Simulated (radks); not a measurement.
# The series with 57 electrons, La to Tm¹²⁺

The task here is to estimate one member of a computed series from the others.

Method: Dirac Kohn-Sham, PBE, spin-unpolarised, spherical densities, finite nucleus; open shells fill j = l - 1/2 first. Code: radks (a radial shooting solver on a logarithmic mesh, Libxc functionals) version 1.

## The system

* electrons: 57
* ions: La, Ce⁺, Pr²⁺, Nd³⁺, Pm⁴⁺, Sm⁵⁺, Eu⁶⁺, Gd⁷⁺, Tb⁸⁺, Dy⁹⁺, Ho¹⁰⁺, Er¹¹⁺, Tm¹²⁺
* configuration: [Xe] 5d1 6s2

Set-up of the first run:

Settings of this run:

```text
Z 57
configuration [Xe] 5d1 6s2
relativity Dirac
functional pbe,pbe
spin unpolarised
j_filling energy
nucleus finite rms 4.855 fm
c 137.035999084
```

Among the steps run: La; Ce⁺; Pr²⁺; Nd³⁺; Pm⁴⁺; Sm⁵⁺; Eu⁶⁺; Gd⁷⁺; Tb⁸⁺; Dy⁹⁺; Ho¹⁰⁺; Er¹¹⁺; Tm¹²⁺.

One table of the session follows, with a row left open; its other results are not shown here.

```
  ion  E (hartree)  ε(5p1/2) (eV)  ε(5p3/2) (eV)  ε(6s1/2) (eV)  ε(5d3/2) (eV)
   La   -8497.1360        -24.084        -21.579         -3.664         -3.172
  Ce⁺            ?              ?              ?              ?              ?
 Pr²⁺   -9240.5343        -50.107        -46.460        -17.548        -22.060
 Nd³⁺   -9625.8312        -65.868        -61.545        -26.464        -34.282
 Pm⁴⁺  -10020.2488        -83.198        -78.125        -36.507        -48.057
 Sm⁵⁺  -10423.8308        -102.01        -96.113        -47.612        -63.281
 Eu⁶⁺  -10836.6745        -122.26        -115.45        -59.734        -79.890
 Gd⁷⁺  -11258.8208        -143.90        -136.10        -72.844        -97.836
 Tb⁸⁺  -11690.3886        -166.91        -158.03        -86.919        -117.08
 Dy⁹⁺  -12131.3207        -191.27        -181.21        -101.94        -137.61
Ho¹⁰⁺  -12581.8404        -216.97        -205.64        -117.90        -159.39
Er¹¹⁺  -13041.9385        -244.01        -231.29        -134.78        -182.40
Tm¹²⁺  -13511.7598        -272.38        -258.16        -152.59        -206.64
```

Estimate the missing values for Ce⁺.

As computed: E (hartree): -8864.3146; ε(5p1/2) (eV): -36.064; ε(5p3/2) (eV): -33.023; ε(6s1/2) (eV): -9.873; ε(5d3/2) (eV): -11.565. In the column «E (hartree)» it lies between Pr²⁺ (-9240.5343) and La (-8497.1360).

The configuration is held, so it need not be the ground state of every ion.
